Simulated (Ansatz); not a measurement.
# CH3IO2: the cost of one run

Computed with Ansatz 0.2.0, driven from Python. Level of theory: MP2/def2-SVP.

### Step 1. The system

Bond lengths: O1–C2 1.355 Å, C2–O3 1.380 Å, C2–I4 2.051 Å, O1–H5 1.023 Å, C2–H6 1.081 Å, O3–H7 1.010 Å. Angles: O1–C2–O3 105.8°, O1–C2–I4 110.4°, O1–C2–H6 108.6°, O3–C2–I4 106.1°, O3–C2–H6 110.3°, I4–C2–H6 115.2°, C2–O1–H5 104.3°, C2–O3–H7 106.7°.

The script holds or builds the structure itself.

### Step 2. The code

The input, field_ch3io2.py:

```python
"""Response of CH3IO2 to a pair of distant point charges."""

import ansatz as az
import numpy as np

molecule = (
    az.Crystal.molecule()
    .atom("O", [-0.5433, 0.9423, 0.439])
    .atom("C", [-0.1556, -0.307, 0.084])
    .atom("O", [1.212, -0.2409, -0.0883])
    .atom("I", [-0.9371, -0.8058, -1.745])
    .atom("H", [-0.7279, 1.412, -0.4503])
    .atom("H", [-0.3989, -0.9853, 0.8896])
    .atom("H", [1.6121, -0.0833, 0.8253])
)

base = (
    molecule.calculation()
    .basis(gaussian="def2-SVP")
    .correlation("mp2")
    .accuracy("medium")
    .scf(lower_state_search="standard")
    .forces()
)
# charges +q and -q at -R and +R make a nearly even field 2 k q / R^2 at the centre
centre = np.mean([site.position_ang for site in molecule.cartesian_sites], axis=0)
field = 2 * 14.399645 * 3.0 / 40.0 ** 2


def dipole(axis, sign):
    arm = 40.0 * np.eye(3)[axis]
    pair = [{"charge": sign * 3.0, "position_ang": (centre - arm).tolist()}, {"charge": -sign * 3.0, "position_ang": (centre + arm).tolist()}]
    deck = base.input().set(az.key.basis.gaussian.point_charges, pair)
    return np.array(az.Session.from_dict(deck).plan().execute().report["charge_distribution"]["dipole_moment_e_ang"])


print(f"field {field:.4f} V/A")
alpha = np.array([(dipole(axis, 1) - dipole(axis, -1)) / (2 * field) * 14.399645 for axis in range(3)])
print("polarisability tensor (A^3)")
print(np.array2string(alpha, precision=3, suppress_small=True))
print(f"mean {np.trace(alpha) / 3:.3f} A^3 = {np.trace(alpha) / 3 / 0.14818471:.2f} bohr^3")
```

### Step 3. What the engine is handed

The package turns the script's settings into the engine's input (first run):

```yaml
crystal:
  periodic: [false, false, false]
  atoms:
    - { symbol: O, position_ang: [-0.5433, 0.9423, 0.439] }
    - { symbol: C, position_ang: [-0.1556, -0.307, 0.084] }
    - { symbol: O, position_ang: [1.212, -0.2409, -0.0883] }
    - { symbol: I, position_ang: [-0.9371, -0.8058, -1.745] }
    - { symbol: H, position_ang: [-0.7279, 1.412, -0.4503] }
    - { symbol: H, position_ang: [-0.3989, -0.9853, 0.8896] }
    - { symbol: H, position_ang: [1.6121, -0.0833, 0.8253] }
accuracy: medium
basis:
  gaussian:
    orbitals: def2-SVP
    point_charges:
      - { charge: 3.0, position_ang: [-39.99124285714286, -0.009714285714285717, -0.0065285714285714235] }
      - { charge: -3.0, position_ang: [40.00875714285714, -0.009714285714285717, -0.0065285714285714235] }
correlation:
  method: mp2
scf:
  lower_state_search: standard
output:
  forces: true
```

### Step 4. Running it

Run with:

```bash
$ python field_ch3io2.py
```

Q: Estimate wall time and peak memory on 1 thread of Intel Xeon 6975P-C (Granite Rapids), shared host.

About 14 s, with a peak of 0.25 GiB.
